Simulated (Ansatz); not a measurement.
# HfRu: how the settings move a single-point run

How sensitive is a single-point run of HfRu to its settings? A reference run comes first, then one run with altered input.

Program: Ansatz 0.2.0. Level of theory: reference: DFT, LDA, PAW with Ansatz's default frozen-core files, scalar-relativistic; levels and slopes on a fine mesh, independent-particle optical spectra. These are calculated values, not measurements.

### Step 1. Starting point

It takes space group Pm-3m (No. 221, cubic). Conventional cell: a = 3.182 Å, b = 3.182 Å, c = 3.182 Å, α = 90.00°, β = 90.00°, γ = 90.00°. Hf (site symmetry m-3m) has 8 Ru at 2.76 Å as nearest neighbours. Ru (site symmetry m-3m) is surrounded by 8 Hf at 2.76 Å.

Coordinates:

```
Hf Ru
1.0
     3.18209    0.00000    0.00000
     0.00000    3.18209    0.00000
     0.00000    0.00000    3.18209
Hf Ru
1 1
Direct
  0.00000 0.00000 0.00000
  0.50000 0.50000 0.50000
```

### Step 2. The reference run

File input.yaml:

```yaml
crystal:
  lattice:
    - [3.18208548489, 0.0, 0.0]
    - [0.0, 3.18208548489, 0.0]
    - [0.0, 0.0, 3.18208548489]
  atoms:
    - { symbol: Hf, position: [0.0, 0.0, 0.0] }
    - { symbol: Ru, position: [0.5, 0.5, 0.5] }
kpoints:
  mp_grid: { grid: [12, 12, 12] }
scf:
  occupations: { method: fermi_dirac, width: 0.1 }
hamiltonian:
  xc: lda
  pseudopotentials: { kind: paw }
output:
  forces: true
  stress: true
  eigenvalues: true
  eigenstates:
    nscf_kmesh: { grid: [16, 16, 16] }
    de_dk: true
    e_range: [-14, 14]
  optics:
    e_range: [0, 25]
    de: 0.2
    sigma: 0.2
    bands: { spectra_wanted_up_to: 25 }
    nscf_kmesh: { grid: [16, 16, 16] }
    drude_damping: 0.1
checkpoint:
  write: ck
  write_wavefunctions: false
```

Started as:

```console
ansatz run input.yaml --threads 1 --pin off --max-ram 3072MiB --backend cpu --events-out ev --progress --plain --runs-dir out
```

### Step 3. Changed: eigensolver.kind davidson, ecutwfc 500 eV, basis.precision f64

Changes to input.yaml since step 2:

```diff
@@ -12,2 +12,3 @@
   occupations: { method: fermi_dirac, width: 0.1 }
+  eigensolver: { kind: davidson }
 hamiltonian:
@@ -33 +34,4 @@
   write_wavefunctions: false
+basis:
+  ecutwfc: "500 eV"
+  precision: f64
```

Before running it: what results should come out? Wanted: for each run, ending; energy change; pressure; gap; force.

**Answer**, as computed:

| run | ending | energy change | pressure (GPa) | gap (eV) | force (eV/Å) | cycles | time |
| --- | --- | --- | --- | --- | --- | --- | --- |
| reference | converged | 0 | 0.0 | 0.00 | 0.00 | - | 2.4 min |
| 1: eigensolver.kind davidson, ecutwfc 500 eV, basis.precision f64 | converged | -0.8 meV/atom | 0.0 | 0.00 | 0.00 | 11 | 2.6 min |

Residual by cycle in the longest SCF loop of each run; runs are numbered as in the table. The quantity is the density residual dr2, in eV.

```csv
cycle,reference,run 1
1,0.194,0.195
2,0.0561,0.0589
3,0.00277,0.00154
4,5.5e-4,2.0e-4
5,1.2e-5,2.8e-5
6,5.1e-7,8.2e-7
7,2.2e-8,5.4e-8
8,1.1e-9,2.1e-9
9,3.8e-11,1.9e-10
10,1.3e-11,1.7e-11
11,1.4e-12,2.8e-13
```

Changing the solver, cutoff and arithmetic precision moves the energy by -0.8 meV/atom.
